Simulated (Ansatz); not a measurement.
# doublet CH5GaO+ at 6 levels

Wanted: a comparison of 6 runs (UB3LYP/6-31G*, U-r2SCAN0/cc-pVDZ, U-wB97X/cc-pVDZ, UBHLYP/cc-pVDZ, RPA@PBE/cc-pVDZ, RPA@PBE0/cc-pVDZ) of doublet CH5GaO+. 

The calculation is run with Ansatz 0.2.0.

56 further runs of the same task are left out: 56 set aside as unsound or not needed.

## Step 1: The system as given

The species is CH5GaO+ (8 atoms), meant as a doublet with charge +1. SMILES of the parent species: `C[O][GaH2]`. Geometry: relaxed at PBE0-D4/def2-TZVP. That shape belongs to the parent species and isn't relaxed for this state.

Bond lengths: C1–O2 1.402 Å, O2–Ga3 1.782 Å, C1–H4 1.096 Å, C1–H5 1.099 Å, C1–H6 1.096 Å, Ga3–H7 1.565 Å, Ga3–H8 1.555 Å. Angles: C1–O2–Ga3 123.8°, O2–C1–H4 110.0°, O2–C1–H5 113.2°, O2–C1–H6 110.0°, O2–Ga3–H7 115.8°, O2–Ga3–H8 113.9°, H4–C1–H5 107.8°, H4–C1–H6 107.8°, H5–C1–H6 107.8°, H7–Ga3–H8 130.3°.

## Step 2: The energy at UB3LYP/6-31G(d) (spherical functions) (run 1)

File run.yaml:

```yaml
basis:
  gaussian:
    orbitals: 6-31G_st_-spherical.json
crystal:
  periodic: [false, false, false]
  atoms:
    - {symbol: C, position_ang: [-0.616800, 0.972600, -0.422900]}
    - {symbol: O, position_ang: [-0.705300, -0.273500, 0.213500]}
    - {symbol: Ga, position_ang: [0.703200, -1.302000, 0.579300]}
    - {symbol: H, position_ang: [-1.200200, 0.962000, -1.350600]}
    - {symbol: H, position_ang: [0.414200, 1.256200, -0.676600]}
    - {symbol: H, position_ang: [-1.030600, 1.754200, 0.224300]}
    - {symbol: H, position_ang: [2.093900, -0.732800, 0.142900]}
    - {symbol: H, position_ang: [0.341700, -2.636700, 1.290100]}
magnetization:
  spin_polarized: true
  initial_magnetization: 1
hamiltonian:
  xc: {name: B3LYP}
total_charge: 1
accuracy: high
output: {orbitals: {seedname: orbitals}}
```

The basis set 6-31G* is read from a file made from the Basis Set Exchange's data (not shown).

Started as:

```bash
$ ansatz run run.yaml --threads 1 --pin off --max-ram 3480MiB --events-out events.jsonl --progress --plain --runs-dir runs
```

The program printed:

```text
Warning: RAYON_NUM_THREADS=1 ignored (pool sized by the plan → 1); use --threads N
Functional definition: B3LYP
  name "B3LYP"
  parameter a0 = 0.2
  parameter ax = 0.72
  parameter ac = 0.81
  exchange = (1 - a0 - ax)*slater_x + ax*b88_x + a0*exact_x
  correlation = (1 - ac)*vwn_rpa_c + ac*lyp_c
1563 factors; integrals over basis functions are off by at most 8.4e-9 eV
mean field evaluation 1: about -55507.6846 eV, gradient 6.5e1 eV
mean field evaluation 2: about -55318.5631 eV, gradient 1.6e2 eV
mean field evaluation 4: about -55521.5474 eV, gradient 3.5e1 eV
mean field evaluation 8: about -55526.9458 eV, gradient 5.6e-1 eV
mean field evaluation 16: about -55527.0784 eV, gradient 1.9e-3 eV
mean field evaluation 32: about -55527.0899 eV, gradient 5.7e-6 eV
mean field evaluation 64: about -55527.0485 eV, gradient 1.3e0 eV
mean field -55527.08989167 eV, -2040.5829159056 hartree, gradient 2.5e-8 eV, S^2 0.755413; 5 other end points of the search recorded, 0 dependent functions left out
reference -55527.08993169 eV, -2040.5829173762 hartree; 25, 24 occupied and 45, 46 virtual orbitals, 1563 factors
Total energy: -55527.08993169 eV, -2040.5829173762 hartree
```

Wall time 34 s (1 thread of Arm Neoverse V1, shared host); peak memory 0.33 GiB.

## Step 3: The energy at U-r2SCAN0/cc-pVDZ (run 2)

File job.yaml:

```yaml
crystal:
  periodic: [false, false, false]
  atoms:
    - {symbol: C, position_ang: [-0.616800, 0.972600, -0.422900]}
    - {symbol: O, position_ang: [-0.705300, -0.273500, 0.213500]}
    - {symbol: Ga, position_ang: [0.703200, -1.302000, 0.579300]}
    - {symbol: H, position_ang: [-1.200200, 0.962000, -1.350600]}
    - {symbol: H, position_ang: [0.414200, 1.256200, -0.676600]}
    - {symbol: H, position_ang: [-1.030600, 1.754200, 0.224300]}
    - {symbol: H, position_ang: [2.093900, -0.732800, 0.142900]}
    - {symbol: H, position_ang: [0.341700, -2.636700, 1.290100]}
basis:
  gaussian: {orbitals: cc-pVDZ}
total_charge: 1
magnetization: {spin_polarized: true, initial_magnetization: 1}
hamiltonian: {xc: {name: r2SCAN0}}
accuracy: high
output: {orbitals: {seedname: orbitals}}
```

Started as:

```bash
$ ansatz run job.yaml --threads 1 --pin off --max-ram 3480MiB --events-out events.jsonl --progress --plain --runs-dir runs
```

The program printed:

```text
Warning: RAYON_NUM_THREADS=1 ignored (pool sized by the plan → 1); use --threads N
Functional definition: r2SCAN0
  name "r2SCAN0"
  parameter a = 0.25
  parameter k0 = 0.174
  parameter k1 = 0.065
  parameter a1 = 4.9479
  exchange = (1 - a)*r2scan_x(k0 = k0, k1 = k1, a1 = a1) + a*exact_x
  correlation = r2scan_c
1862 factors; integrals over basis functions are off by at most 4.5e-9 eV
mean field evaluation 1: about -55513.2994 eV, gradient 5.7e1 eV
mean field evaluation 2: about -55364.6446 eV, gradient 1.4e2 eV
mean field evaluation 4: about -55527.2717 eV, gradient 2.0e1 eV
mean field evaluation 8: about -55529.1322 eV, gradient 5.6e-1 eV
mean field evaluation 16: about -55529.2691 eV, gradient 1.8e-2 eV
mean field evaluation 32: about -55529.4460 eV, gradient 2.3e-1 eV
mean field -55529.44651696 eV, -2040.6695202876 hartree, gradient 8.3e-8 eV, S^2 0.756945; 4 other end points of the search recorded, 0 dependent functions left out
reference -55529.44651939 eV, -2040.6695203769 hartree; 25, 24 occupied and 55, 56 virtual orbitals, 1862 factors
Total energy: -55529.44651939 eV, -2040.6695203769 hartree
```

Wall time 68 s (1 thread of Arm Neoverse V1, shared host); peak memory 0.54 GiB.

Runs 3 to 5 aren't shown in full; the table further down has their settings and results.

## Step 4: The energy at RPA@PBE0/cc-pVDZ (run 6)

File in.yaml:

```yaml
crystal:
  periodic: [false, false, false]
  atoms:
    - {symbol: C, position_ang: [-0.616800, 0.972600, -0.422900]}
    - {symbol: O, position_ang: [-0.705300, -0.273500, 0.213500]}
    - {symbol: Ga, position_ang: [0.703200, -1.302000, 0.579300]}
    - {symbol: H, position_ang: [-1.200200, 0.962000, -1.350600]}
    - {symbol: H, position_ang: [0.414200, 1.256200, -0.676600]}
    - {symbol: H, position_ang: [-1.030600, 1.754200, 0.224300]}
    - {symbol: H, position_ang: [2.093900, -0.732800, 0.142900]}
    - {symbol: H, position_ang: [0.341700, -2.636700, 1.290100]}
basis:
  gaussian:
    orbitals: cc-pVDZ
total_charge: 1
correlation:
  method: rpa
  frozen_orbitals: {C: 1, Ga: 9, H: 0, O: 1}
accuracy: high
hamiltonian:
  xc: {name: PBE0}
magnetization:
  spin_polarized: true
  initial_magnetization: 1
```

Started as:

```bash
$ ansatz run in.yaml --threads 1 --pin off --max-ram 3480MiB --events-out events.jsonl --progress --plain --runs-dir runs
```

The program printed:

```text
Warning: RAYON_NUM_THREADS=1 ignored (pool sized by the plan → 1); use --threads N
Functional definition: PBE0
  name "PBE0"
[... 1 set-up line as earlier in the session ...]
  parameter kappa = 0.804
  parameter beta = 0.06672455060314922
  exchange = (1 - a)*pbe_x(kappa = kappa, mu = beta*pi^2/3) + a*exact_x
  correlation = pbe_c(beta = beta)
1862 factors; integrals over basis functions are off by at most 4.5e-9 eV
mean field evaluation 1: about -55504.8224 eV, gradient 6.0e1 eV
mean field evaluation 2: about -55504.9991 eV, gradient 6.0e1 eV
mean field evaluation 4: about -55518.2226 eV, gradient 2.3e1 eV
mean field evaluation 8: about -55522.0644 eV, gradient 1.7e0 eV
mean field evaluation 16: about -55522.0989 eV, gradient 2.6e-3 eV
mean field evaluation 32: about -55522.0998 eV, gradient 7.8e-5 eV
mean field evaluation 64: about -55522.0997 eV, gradient 3.8e-2 eV
mean field evaluation 96: about -55467.5291 eV, gradient 2.6e1 eV
mean field -55522.09979802 eV, -2040.3995333462 hartree, gradient 1.7e-8 eV, S^2 0.755088; 6 other end points of the search recorded, 0 dependent functions left out
11 core orbitals not correlated: weight in the atoms' cores, before any rotation towards them, 1.000 or more for the frozen orbitals, at most 0.000 for the correlated occupied ones
reference -55470.35390693 eV, -2038.4979069235 hartree; 14, 13 occupied and 55, 56 virtual orbitals, 1862 factors
Total energy: -55486.94111932 eV, -2039.1074757354 hartree
```

Run time: 62 s. Hardware: 1 thread of Arm Neoverse V1, shared host; peak memory 0.54 GiB.

## Step 5: All runs side by side

| run | level | frozen core orbitals | energy (Eh) | HOMO energy (eV) | LUMO energy (eV) | ⟨S²⟩ | wall time |
| --- | --- | --- | --- | --- | --- | --- | --- |
| 1 | UB3LYP/6-31G* (spherical functions) | – | -2040.582917 | -14.10 | -12.71 | 0.755 | 34 s |
| 2 | U-r2SCAN0/cc-pVDZ | – | -2040.669520 | -14.29 | -12.04 | 0.757 | 68 s |
| 3 | U-wB97X/cc-pVDZ | – | -2040.798991 | -16.48 | -10.13 | 0.755 | 87 s |
| 4 | UBHLYP/cc-pVDZ | – | -2040.699072 | -15.30 | -10.84 | 0.757 | 26 s |
| 5 | RPA@PBE/cc-pVDZ | 11 | -2039.165327 | – | – | 0.753 | 33 s |
| 6 | RPA@PBE0/cc-pVDZ | 11 | -2039.107476 | – | – | 0.755 | 62 s |

## Step 6: Summary of results

| quantity | value |
| --- | --- |
| run 6: total energy | -2039.10748 Eh |
| run 6: RPA correlation energy (valence) | -609.6 mEh |
| run 6: ⟨S²⟩ of the reference determinant | 0.755 |

In words: Totals of different functionals can't be ranked against each other. All runs together took 5.2 min, the longest 87 s.
